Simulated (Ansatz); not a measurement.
**ZnHI: functionals against CCSD(T) at one geometry**

The task here is to estimate one member of a computed series from the others.

Computed with Ansatz 0.2.0, Gaussian basis. Level: single points in def2-TZVPP.

Cores are frozen in the correlated methods. The 3s and 3p shells of Cu and Zn are frozen; filled d shells are correlated. Core potentials replace the inner electrons past krypton, and spin-orbit coupling is left out.

### The starting structure

SMILES `[ZnH][I]`, 3 atoms, charge 0, spin multiplicity 1.

Atoms are counted from 1 here; the program's logs count them from 0.

Bond lengths: Zn1–I2 2.403 Å, Zn1–H3 1.499 Å. Angles: I2–Zn1–H3 173.7°.

As a file:

```
atom    x (Å)    y (Å)    z (Å)
 Zn1  -0.2233  -0.0696  -0.2384
  I2   1.6515   0.7588   1.0156
  H3  -1.4759  -0.5868  -0.8795
```

Set-up of the first run:

Contents of run/in.yaml:

```yaml
crystal:
  periodic: [false, false, false]
  atoms:
    - {symbol: Zn, position_ang: [-0.223300, -0.069600, -0.238400]}
    - {symbol: I, position_ang: [1.651500, 0.758800, 1.015600]}
    - {symbol: H, position_ang: [-1.475900, -0.586800, -0.879500]}
basis:
  gaussian: {orbitals: def2-TZVPP}
correlation: {method: ccsd_t, frozen_orbitals: {H: 0, I: 4, Zn: 9}}
output: {forces: true}
```

No record of the launch command was kept for these runs.

Steps of the session up to this table: CCSD(T)/def2-TZVPP; PBE0-D4/def2-TZVPP; wB97M-V/def2-TZVPP; r2SCAN-D4/def2-TZVPP; PBE-D4/def2-TZVPP; B97M-V/def2-TZVPP; HSE06-D4/def2-TZVPP.

One of the session's tables, all rows but one given; the rest of the session is left out.

```
   method  RMS force component (eV/Å)  angle to CCSD(T) forces (°)  dipole (D)
  CCSD(T)                       0.158                    reference        1.21
  PBE0-D4                       0.176                         28.3        1.19
  wB97M-V                           ?                            ?           ?
r2SCAN-D4                       0.107                         25.0        1.15
   PBE-D4                       0.186                         16.0        1.05
   B97M-V                       0.178                         26.5        0.96
 HSE06-D4                       0.181                         27.4        1.20
```

Q: Estimate the row for wB97M-V from the others.

The run gave: RMS force component (eV/Å): 0.143; angle to CCSD(T) forces (°): 27.6; dipole (D): 1.28. In the column «RMS force component (eV/Å)» it lies between r2SCAN-D4 (0.107) and CCSD(T) (0.158).
